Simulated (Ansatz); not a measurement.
# AlH2I: one structure at several levels

An exercise on one series of results from a longer session: the logs are not shown, and one member is left open.

The runs use Ansatz 0.2.0, Gaussian basis; single points in def2-TZVPP.

Cores are frozen in the correlated methods. Filled d shells of the heavier atoms are correlated. Core potentials replace the inner electrons past krypton, and spin-orbit coupling is left out.

## Where the work starts

4 atoms, charge 0, spin multiplicity 1.

Atoms are counted from 1 here; the program's logs count them from 0.

Bond lengths: Al1–I2 2.675 Å, Al1–H3 1.496 Å, Al1–H4 1.686 Å. Angles: I2–Al1–H3 115.5°, I2–Al1–H4 122.9°, H3–Al1–H4 121.5°.

As a file:

```xyz
4
charge 0, multiplicity 1
Al   -0.3315    0.0293   -0.2546
I     1.9250   -0.7226    0.9687
H    -1.5866   -0.5912    0.2718
H    -0.3690    1.1991   -1.4681
```

The first run:

The input, run/in.yaml:

```yaml
crystal:
  periodic: [false, false, false]
  atoms:
    - {symbol: Al, position_ang: [-0.331500, 0.029300, -0.254600]}
    - {symbol: I, position_ang: [1.925000, -0.722600, 0.968700]}
    - {symbol: H, position_ang: [-1.586600, -0.591200, 0.271800]}
    - {symbol: H, position_ang: [-0.369000, 1.199100, -1.468100]}
basis:
  gaussian: {orbitals: def2-TZVPP}
correlation: {method: ccsd_t}
output: {forces: true}
```

No record of the launch command was kept for these runs.

Among the steps run: CCSD(T)/def2-TZVPP; PBE0-D4/def2-TZVPP; wB97M-V/def2-TZVPP; r2SCAN-D4/def2-TZVPP; PBE-D4/def2-TZVPP; SPW92/def2-TZVPP; wB97X-V/def2-TZVPP.

One of the session's tables, all rows but one given; the rest of the session is left out.

| method | RMS force component (eV/Å) | angle to CCSD(T) forces (°) | dipole (D) |
| --- | --- | --- | --- |
| CCSD(T) | 0.966 | reference | 1.65 |
| PBE0-D4 | 0.960 | 1.7 | 1.68 |
| wB97M-V | 0.953 | 3.6 | 1.83 |
| r2SCAN-D4 | 0.949 | 1.5 | 1.61 |
| PBE-D4 | 0.929 | 6.3 | 1.49 |
| SPW92 | ? | ? | ? |
| wB97X-V | 0.981 | 0.6 | 1.83 |

Q: Estimate the row for SPW92 from the others.

The run gave: RMS force component (eV/Å): 0.977; angle to CCSD(T) forces (°): 5.5; dipole (D): 1.60. In the column «RMS force component (eV/Å)» it lies between CCSD(T) (0.966) and wB97X-V (0.981).
